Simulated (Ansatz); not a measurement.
# CH5NOSi: basis-set convergence

Aim: see how fast density functionals converge with the basis set for CH5NOSi.

Computed with Ansatz 0.2.0, Gaussian basis. Level: one geometry, several basis sets.

The runs, in order: PBE0-D4/def2-SVP; ωB97M-V/def2-SVP; PBE0-D4/def2-QZVPP; ωB97M-V/def2-QZVPP; the functionals' def2-TZVPP values are taken from earlier runs.

### Step 1. Structure used throughout

The geometry comes from an earlier relaxation with PBE0-D4 in a triple-zeta def2 set; it is a stationary point, not always the lowest conformer.

9 atoms, charge 0, spin multiplicity 1.

Atoms are counted from 1 here; the program's logs count them from 0.

Bond lengths: C1–N2 1.468 Å, C1–O4 1.436 Å, C1–H5 1.095 Å, C1–H6 1.097 Å, N2–Si3 1.726 Å, N2–H7 1.006 Å, Si3–O4 1.668 Å, Si3–H8 1.491 Å, Si3–H9 1.484 Å. Angles: N2–C1–O4 99.7°, N2–C1–H5 113.1°, N2–C1–H6 113.7°, O4–C1–H5 109.5°, O4–C1–H6 110.7°, H5–C1–H6 109.7°, C1–N2–Si3 87.4°, C1–N2–H7 118.3°, Si3–N2–H7 129.6°, N2–Si3–O4 81.7°, N2–Si3–H8 118.1°, N2–Si3–H9 117.7°, O4–Si3–H8 115.5°, O4–Si3–H9 114.4°, H8–Si3–H9 107.9°, C1–O4–Si3 90.7°.

Geometry (Å):

```
C    -0.8008    0.7296    0.1217
N    -0.0908    0.0390   -0.9612
Si    0.7272   -0.8671    0.2595
O    -0.3208   -0.0237    1.2461
H    -1.8897    0.6307    0.0539
H    -0.5316    1.7885    0.2206
H     0.2873    0.5918   -1.7113
H     2.1762   -0.5966    0.4808
H     0.5315   -2.3385    0.2729
```

### Step 2. PBE0-D4 in def2-SVP

The input, in.yaml:

```yaml
crystal:
  periodic: [false, false, false]
  atoms:
    - {symbol: C, position_ang: [-0.800821, 0.729622, 0.121725]}
    - {symbol: N, position_ang: [-0.090764, 0.038960, -0.961183]}
    - {symbol: Si, position_ang: [0.727212, -0.867051, 0.259505]}
    - {symbol: O, position_ang: [-0.320789, -0.023690, 1.246060]}
    - {symbol: H, position_ang: [-1.889661, 0.630652, 0.053917]}
    - {symbol: H, position_ang: [-0.531625, 1.788521, 0.220586]}
    - {symbol: H, position_ang: [0.287348, 0.591764, -1.711296]}
    - {symbol: H, position_ang: [2.176211, -0.596611, 0.480837]}
    - {symbol: H, position_ang: [0.531488, -2.338466, 0.272851]}
basis:
  gaussian: {orbitals: def2-SVP}
hamiltonian: {xc: pbe0, dispersion: d4}
output: {orbitals: {seedname: orbitals}}
```

Command:

```
$ ansatz run in.yaml --threads 2 --pin off --events-out ev --progress --plain --max-ram 4352MiB
```

Log:

```text
Functional definition: PBE0
  name "PBE0"
  cite "Adamo & Barone, J. Chem. Phys. 110, 6158 (1999) doi:10.1063/1.478522"
  cite "Perdew, Burke & Ernzerhof, Phys. Rev. Lett. 77, 3865 (1996) doi:10.1103/PhysRevLett.77.3865"
  parent pbe
  parameter a = 0.25
  parameter kappa = 0.804
  parameter beta = 0.06672455060314922
  exchange = (1 - a)*pbe_x(kappa = kappa, mu = beta*pi^2/3) + a*exact_x
  correlation = pbe_c(beta = beta)
959 factors; their error is unknown
mean field evaluation 1: about -12513.2332 eV, gradient 5.3e1 eV
mean field evaluation 2: about -12507.6674 eV, gradient 7.4e1 eV
mean field evaluation 4: about -12518.7398 eV, gradient 3.1e0 eV
mean field evaluation 8: about -12518.7582 eV, gradient 2.0e-2 eV
mean field evaluation 16: about -12518.8032 eV, gradient 3.2e-5 eV
mean field -12518.80319601 eV, -460.0575319036 hartree, gradient 3.2e-5 eV, S^2 0.000000; 0 other end points of the search recorded, 0 dependent functions left out
reference -12518.80322079 eV, -460.0575328143 hartree; 20, 20 occupied and 65, 65 virtual orbitals, 959 factors
Total energy: -12518.94085691 eV, -460.0625908487 hartree
```

Run time: 1.1 s. Hardware: 2 threads of Arm Neoverse V1, shared host.

### Step 3. ωB97M-V in def2-SVP

Changes to in.yaml since step 2:

```diff
@@ -14,3 +14,3 @@
   gaussian: {orbitals: def2-SVP}
-hamiltonian: {xc: pbe0, dispersion: d4}
+hamiltonian: {xc: {name: wB97M-V}}
 output: {orbitals: {seedname: orbitals}}
```

Launched as before.

Log:

```text
Functional definition: wB97M-V
  name "wB97M-V"
  cite "Mardirossian & Head-Gordon, J. Chem. Phys. 144, 214110 (2016) doi:10.1063/1.4952647"
  cite "Becke, J. Chem. Phys. 107, 8554 (1997) doi:10.1063/1.475007"
  cite "Vydrov & Van Voorhis, J. Chem. Phys. 133, 244103 (2010) doi:10.1063/1.3521275"
  # Of w^i u^j: cxij and so on, Table III.
  parameter omega = 0.3/bohr
  parameter cx = 0.15
  parameter cx01 = 1.007
  parameter cx10 = 0.259
  parameter css00 = 0.443
  parameter css04 = -1.437
  parameter css10 = -4.535
  parameter css20 = -3.390
  parameter css43 = 4.278
  parameter cos00 = 1.000
  parameter cos10 = 1.358
  parameter cos20 = 2.924
  parameter cos21 = -8.812
  parameter cos60 = -1.390
  parameter cos61 = 9.142
  parameter b = 6.0
  parameter c = 0.01
  gx(w, u) = 1 - cx + cx01*u + cx10*w
  gss(w, u) = css00 + css04*u^4 + css10*w + css20*w^2 + css43*w^4*u^3
  gos(w, u) = cos00 + cos10*w + (cos20 + cos21*u)*w^2 + (cos60 + cos61*u)*w^6
  exchange = spin_sum(e_x_unif_sr(omega)*gx(b97_w, b97_u_x)) + cx*exact_x_sr(omega) + exact_x_lr(omega)
  correlation = spin_sum(e_c_pw_mod_same_spin*gss(b97_w, b97_u_same))
      + integral(e_c_pw_mod_opposite_spin*gos(b97_w_opposite, b97_u_opposite)) + vv10(b, c)
959 factors; their error is unknown
254 factors; integrals over basis functions are off by at most 6.9e-6 eV
mean field evaluation 1: about -12520.4765 eV, gradient 4.8e1 eV
mean field evaluation 2: about -12520.7196 eV, gradient 4.8e1 eV
mean field evaluation 4: about -12524.9164 eV, gradient 2.0e0 eV
mean field evaluation 8: about -12524.9308 eV, gradient 7.3e-2 eV
mean field evaluation 16: about -12524.9308 eV, gradient 2.8e-5 eV
mean field -12524.93076719 eV, -460.2827159911 hartree, gradient 2.8e-5 eV, S^2 0.000000; 0 other end points of the search recorded, 0 dependent functions left out
reference -12524.93080551 eV, -460.2827173996 hartree; 20, 20 occupied and 65, 65 virtual orbitals, 959 factors
Total energy: -12524.93080551 eV, -460.2827173996 hartree
```

Run time: 4.7 s. Hardware: 2 threads of Arm Neoverse V1, shared host.

### Step 4. PBE0-D4 in def2-QZVPP

Changes to in.yaml since step 3:

```diff
@@ -13,4 +13,4 @@
 basis:
-  gaussian: {orbitals: def2-SVP}
-hamiltonian: {xc: {name: wB97M-V}}
+  gaussian: {orbitals: "def2-QZVPP.json"}
+hamiltonian: {xc: pbe0, dispersion: d4}
 output: {orbitals: {seedname: orbitals}}
```

Launched as before.

Log:

```text
Functional definition: PBE0
  name "PBE0"
  cite "Adamo & Barone, J. Chem. Phys. 110, 6158 (1999) doi:10.1063/1.478522"
  cite "Perdew, Burke & Ernzerhof, Phys. Rev. Lett. 77, 3865 (1996) doi:10.1103/PhysRevLett.77.3865"
  parent pbe
  parameter a = 0.25
  parameter kappa = 0.804
  parameter beta = 0.06672455060314922
  exchange = (1 - a)*pbe_x(kappa = kappa, mu = beta*pi^2/3) + a*exact_x
  correlation = pbe_c(beta = beta)
1219 factors; their error is unknown
mean field evaluation 1: about -12519.8162 eV, gradient 6.6e1 eV
mean field evaluation 2: about -12507.7191 eV, gradient 1.0e2 eV
mean field evaluation 4: about -12527.8030 eV, gradient 4.9e0 eV
mean field evaluation 8: about -12527.8481 eV, gradient 3.6e-1 eV
mean field evaluation 16: about -12527.8483 eV, gradient 1.9e-5 eV
mean field -12527.84826232 eV, -460.3899319598 hartree, gradient 1.9e-5 eV, S^2 0.000000; 0 other end points of the search recorded, 0 dependent functions left out
reference -12527.84829854 eV, -460.3899332908 hartree; 20, 20 occupied and 371, 371 virtual orbitals, 1219 factors
Total energy: -12527.98593467 eV, -460.3949913252 hartree
```

Wall time 8 s (2 threads of Arm Neoverse V1, shared host); peak memory 1.1 GiB.

### Step 5. ωB97M-V in def2-QZVPP

Changes to in.yaml since step 4:

```diff
@@ -14,3 +14,3 @@
   gaussian: {orbitals: "def2-QZVPP.json"}
-hamiltonian: {xc: pbe0, dispersion: d4}
+hamiltonian: {xc: {name: wB97M-V}}
 output: {orbitals: {seedname: orbitals}}
```

Same command.

Log:

```text
Functional definition: wB97M-V
  name "wB97M-V"
  cite "Mardirossian & Head-Gordon, J. Chem. Phys. 144, 214110 (2016) doi:10.1063/1.4952647"
  cite "Becke, J. Chem. Phys. 107, 8554 (1997) doi:10.1063/1.475007"
  cite "Vydrov & Van Voorhis, J. Chem. Phys. 133, 244103 (2010) doi:10.1063/1.3521275"
  # Of w^i u^j: cxij and so on, Table III.
  parameter omega = 0.3/bohr
  parameter cx = 0.15
  parameter cx01 = 1.007
  parameter cx10 = 0.259
  parameter css00 = 0.443
  parameter css04 = -1.437
  parameter css10 = -4.535
  parameter css20 = -3.390
  parameter css43 = 4.278
  parameter cos00 = 1.000
  parameter cos10 = 1.358
  parameter cos20 = 2.924
  parameter cos21 = -8.812
  parameter cos60 = -1.390
  parameter cos61 = 9.142
  parameter b = 6.0
  parameter c = 0.01
  gx(w, u) = 1 - cx + cx01*u + cx10*w
  gss(w, u) = css00 + css04*u^4 + css10*w + css20*w^2 + css43*w^4*u^3
  gos(w, u) = cos00 + cos10*w + (cos20 + cos21*u)*w^2 + (cos60 + cos61*u)*w^6
  exchange = spin_sum(e_x_unif_sr(omega)*gx(b97_w, b97_u_x)) + cx*exact_x_sr(omega) + exact_x_lr(omega)
  correlation = spin_sum(e_c_pw_mod_same_spin*gss(b97_w, b97_u_same))
      + integral(e_c_pw_mod_opposite_spin*gos(b97_w_opposite, b97_u_opposite)) + vv10(b, c)
1199 factors; their error is unknown
313 factors; integrals over basis functions are off by at most 8.4e-6 eV
mean field evaluation 1: about -12527.9260 eV, gradient 5.9e1 eV
mean field evaluation 2: about -12527.4155 eV, gradient 6.3e1 eV
mean field evaluation 4: about -12534.1039 eV, gradient 2.8e0 eV
mean field evaluation 8: about -12534.1230 eV, gradient 4.5e-2 eV
mean field evaluation 16: about -12534.1217 eV, gradient 3.4e-5 eV
mean field -12534.12171379 eV, -460.6204770490 hartree, gradient 3.4e-5 eV, S^2 0.000000; 0 other end points of the search recorded, 0 dependent functions left out
reference -12534.12177233 eV, -460.6204792003 hartree; 20, 20 occupied and 371, 371 virtual orbitals, 1199 factors
Total energy: -12534.12177233 eV, -460.6204792003 hartree
```

Run time: 21 s. Hardware: 2 threads of Arm Neoverse V1, shared host; peak memory 1.2 GiB.

### Step 6. Density functionals: the series

The def2-TZVPP values come from earlier runs at the same geometry.

| functional | basis | functions | energy (eV) | from the largest (eV) | HOMO (eV) | LUMO (eV) |
| --- | --- | --- | --- | --- | --- | --- |
| PBE0-D4 | def2-SVP | 85 | -12518.9409 | 9.045 | -6.97 | 0.18 |
| PBE0-D4 | def2-TZVPP | 205 | -12527.4308 | 0.555 | -7.11 | -0.28 |
| PBE0-D4 | def2-QZVPP | 391 | -12527.9859 | 0.000 | -7.14 | -0.41 |
| ωB97M-V | def2-SVP | 85 | -12524.9308 | 9.191 | -9.29 | 2.13 |
| ωB97M-V | def2-TZVPP | 205 | -12533.6035 | 0.518 | -9.44 | 1.43 |
| ωB97M-V | def2-QZVPP | 391 | -12534.1218 | 0.000 | -9.48 | 1.13 |

### Step 7. What came out

| quantity | value |
| --- | --- |
| PBE0-D4: double and triple zeta above quadruple | 9.05, 0.56 eV |
| ωB97M-V: double and triple zeta above quadruple | 9.19, 0.52 eV |

PBE0-D4 gains 8.49 eV from double to triple zeta, then 0.56 eV more. These are total energies; as a rule much of such shifts cancels in differences, which this series doesn't test. The LUMO of ωB97M-V is positive and keeps falling with the basis (2.13 to 1.13 eV): an unbound level that the basis holds in place.

For PBE0-D4 the largest set took about 7 times as long as the smallest (8 s against 1.1 s).
